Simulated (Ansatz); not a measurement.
# CH4F2GeS, SMILES [CH3][Ge]([F])([F])[SH]: harmonic frequencies at the relaxed geometry

Computed with Ansatz 0.2.0 through its Python package.

The script, `run_freq.py`:
```python
from dataclasses import dataclass
import itertools
import logging
import sys

import ansatz
from ase.data import atomic_numbers, covalent_radii
import numpy as np

logging.basicConfig(stream=sys.stdout, format="%(name)s: %(message)s")
log = logging.getLogger("run")
log.setLevel(logging.INFO)


@dataclass(frozen=True)
class Settings:
    basis: str = "def2-SVP"
    xc: str = "CAM-B3LYP"


opts = Settings()

geometry_ang = [
    ("C", [-0.7744, -0.9378, -0.2165]),
    ("Ge", [0.7583, 0.2303, -0.24]),
    ("F", [1.9399, -0.449, 0.8195]),
    ("F", [1.4803, 0.3328, -1.8738]),
    ("S", [0.2232, 2.2639, 0.4395]),
    ("H", [-0.5548, -1.8959, -0.5768]),
    ("H", [-1.2025, -0.9455, 0.8063]),
    ("H", [-1.5491, -0.443, -0.9119]),
    ("H", [-0.2323, 1.7978, 1.7366]),
]
mol = ansatz.Crystal.molecule()
for symbol, xyz in geometry_ang:
    mol = mol.atom(symbol, xyz)

setup = (
    mol.calculation()
    .basis(gaussian=opts.basis)
    .functional(opts.xc)
)
symbols = [site.symbol for site in mol.cartesian_sites]
start = np.array([site.position_ang for site in mol.cartesian_sites], dtype=float)
def progress(event):
    if event["event"] == "relax_step":
        row = event["data"]
        log.info(f"step {row['step']:3d}  E = {row['lagrangian_ev']:.6f} eV  largest force component {row['allowed_force_max_ev_ang']:.4f} eV/A")


data = setup.relax(force_tolerance=0.003, max_steps=100).session().plan().execute(on_event=progress).report
end = np.array(data["positions_ang"])

radius = [covalent_radii[atomic_numbers[s]] for s in symbols]
span = lambda where, i, j: np.linalg.norm(where[i] - where[j])
bonded = [(i, j) for i, j in itertools.combinations(range(len(symbols)), 2) if min(span(start, i, j), span(end, i, j)) < 1.2 * (radius[i] + radius[j])]
log.info("pair        before    after (A)")
for i, j in bonded:
    print(f"{symbols[i]}{i}-{symbols[j]}{j}".ljust(10), f"{span(start, i, j):8.4f} {span(end, i, j):8.4f}")

minimum = ansatz.Crystal.molecule()
for symbol, place in zip(symbols, end):
    minimum = minimum.atom(symbol, place.tolist())
vibrating = minimum.calculation()
vibrating = vibrating.basis(gaussian=opts.basis).functional(opts.xc)
vibrating = vibrating.phonons(temperatures=(100, 500, 100))
vib = vibrating.run(threads=1, pin="off").report["vibrations"]
sums = vib["harmonic_sums"]
modes = [m["omega_inv_cm"] for m in sums["modes_at_gamma"] if m["rigid_motion"] == "no"]
for number, w in enumerate(modes, start=1):
    log.info(f"mode {number:2d} {w:9.1f} 1/cm {w / 8065.544 * 1000:8.2f} meV")
print("imaginary modes:", sum(w < 0 for w in modes), " zero-point energy:", round(sums["zero_point_energy_ev"], 4), "eV")
log.info("T (K)   F_vib (eV)   S_vib (meV/K)   C_vib (meV/K)")
for row in zip(sums["temperatures_k"], sums["vibrational_free_energy_ev"], vib["entropy_ev_per_k"], vib["heat_capacity_ev_per_k"]):
    log.info(f"{row[0]:6.1f} {row[1]:11.4f} {1000 * row[2]:13.4f} {1000 * row[3]:15.4f}")
```

```console
$ python run_freq.py
run: step   1  E = -73878.390970 eV  largest force component 2.7363 eV/A
run: step   2  E = -73878.633089 eV  largest force component 1.1213 eV/A
run: step   3  E = -73878.715469 eV  largest force component 0.5416 eV/A
run: step   4  E = -73878.725948 eV  largest force component 0.1936 eV/A
run: step   5  E = -73878.728747 eV  largest force component 0.0343 eV/A
run: step   6  E = -73878.729128 eV  largest force component 0.0273 eV/A
run: step   7  E = -73878.729379 eV  largest force component 0.0150 eV/A
run: step   8  E = -73878.729459 eV  largest force component 0.0095 eV/A
run: step   9  E = -73878.729482 eV  largest force component 0.0196 eV/A
run: step  10  E = -73878.729480 eV  largest force component 0.0119 eV/A
run: step  11  E = -73878.729497 eV  largest force component 0.0028 eV/A
run: pair        before    after (A)
C0-Ge1       1.9272   1.9215
C0-H5        1.0469   1.0986
C0-H6        1.1088   1.0985
C0-H7        1.1526   1.0979
Ge1-F2       1.7263   1.7286
Ge1-F3       1.7892   1.7250
Ge1-S4       2.2099   2.1981
S4-H8        1.4516   1.3503
run: mode  1      70.0 1/cm     8.68 meV
run: mode  2      83.2 1/cm    10.31 meV
run: mode  3     150.2 1/cm    18.63 meV
run: mode  4     170.6 1/cm    21.16 meV
run: mode  5     186.1 1/cm    23.07 meV
run: mode  6     236.9 1/cm    29.37 meV
run: mode  7     250.9 1/cm    31.10 meV
run: mode  8     424.5 1/cm    52.63 meV
run: mode  9     632.1 1/cm    78.37 meV
run: mode 10     733.5 1/cm    90.94 meV
run: mode 11     745.8 1/cm    92.47 meV
run: mode 12     755.7 1/cm    93.69 meV
run: mode 13     814.9 1/cm   101.03 meV
run: mode 14     818.8 1/cm   101.52 meV
run: mode 15    1278.7 1/cm   158.54 meV
run: mode 16    1433.0 1/cm   177.67 meV
run: mode 17    1433.8 1/cm   177.76 meV
run: mode 18    2713.3 1/cm   336.41 meV
run: mode 19    3076.7 1/cm   381.46 meV
run: mode 20    3184.6 1/cm   394.84 meV
run: mode 21    3190.7 1/cm   395.60 meV
imaginary modes: 0  zero-point energy: 1.3876 eV
run: T (K)   F_vib (eV)   S_vib (meV/K)   C_vib (meV/K)
run:  100.0      1.3776        0.2759          0.3938
run:  200.0      1.3316        0.6321          0.6454
run:  300.0      1.2530        0.9323          0.8414
run:  400.0      1.1464        1.1961          0.9927
run:  500.0      1.0148        1.4304          1.1068
```

Reading the output:
- Total energies depend on the basis set; only differences at equal settings carry meaning.
- The frequencies are harmonic and unscaled, in a modest basis.
- Run time: 6.7 min on 1 thread of Arm Neoverse V1, on a shared host, peak memory 0.4 GiB.
